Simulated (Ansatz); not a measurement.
I need a rigid torsion scan of CH5AlOSi, SMILES O[SiH]1[CH2][AlH]1. Use the Python package of Ansatz (0.2.0). Use (for the species named): CAM-B3LYP, def2-SVP basis, multiplicity 1.

```xyz
9

O    -0.6006    0.5446   -1.8614
Si    0.1853    0.7852   -0.3902
C     0.6526   -0.8742    0.2831
Al   -0.7565   -0.3646    1.4341
H    -1.1047    1.4486   -2.0341
H     1.4024    1.6311   -0.4625
H     1.6953   -0.8728    0.8148
H     0.5369   -1.7010   -0.4070
H    -1.9222   -0.6433    2.6062
```

The script, `run_torsion.py`:
```python
# -*- coding: utf-8 -*-
import ansatz as az
from ase import Atoms

atoms = Atoms(["O", "Si", "C", "Al", "H", "H", "H", "H", "H"], positions=[
    (-0.6006, 0.5446, -1.8614),
    (0.1853, 0.7852, -0.3902),
    (0.6526, -0.8742, 0.2831),
    (-0.7565, -0.3646, 1.4341),
    (-1.1047, 1.4486, -2.0341),
    (1.4024, 1.6311, -0.4625),
    (1.6953, -0.8728, 0.8148),
    (0.5369, -1.701, -0.407),
    (-1.9222, -0.6433, 2.6062),
])

first = az.Crystal.molecule_from_ase(atoms).calculation()
first = first.basis(gaussian="def2-SVP").functional("cam_b3lyp")
first = first.relax(force_tolerance=0.02, max_steps=80)
atoms.positions = first.run().report["positions_ang"]

start = atoms.get_dihedral(2, 1, 0, 4)
energies = {}
for turn in range(0, 360, 40):
    turned = atoms.copy()
    turned.set_dihedral(2, 1, 0, 4, start + turn, indices=[0, 4])
    model = (
        az.Crystal.molecule_from_ase(turned).calculation()
        .basis(gaussian="def2-SVP")
        .functional("cam_b3lyp")
    )
    energies[round((start + turn) % 360)] = model.run().report["free_energy_ev"]
floor = min(energies.values())
print("dihedral C2-Si1-O0-H4 (deg)   E - E(min) (kcal/mol)")
for angle, e in sorted(energies.items()):
    print(f"{angle:8d} {23.060548 * (e - floor):14.3f}  " + "#" * int(30 * (e - floor) / max(max(energies.values()) - floor, 1e-9)))
```

```console
$ python run_torsion.py
dihedral C2-Si1-O0-H4 (deg)   E - E(min) (kcal/mol)
      33          0.779  ###########
      73          0.000
     113          0.632  #########
     153          1.466  #####################
     193          1.698  #########################
     233          1.407  ####################
     273          1.307  ###################
     313          1.956  ############################
     353          2.025  ##############################
```

The scan is rigid and the energies are electronic, in a modest basis. With rigid groups the curve can differ much from the relaxed path, the start wasn't checked as a minimum of this torsion, and equivalent turns needn't return to the same energy. Run time: 2.8 min on 1 thread of Arm Neoverse V2, with other jobs on the host, peak memory 0.28 GiB.
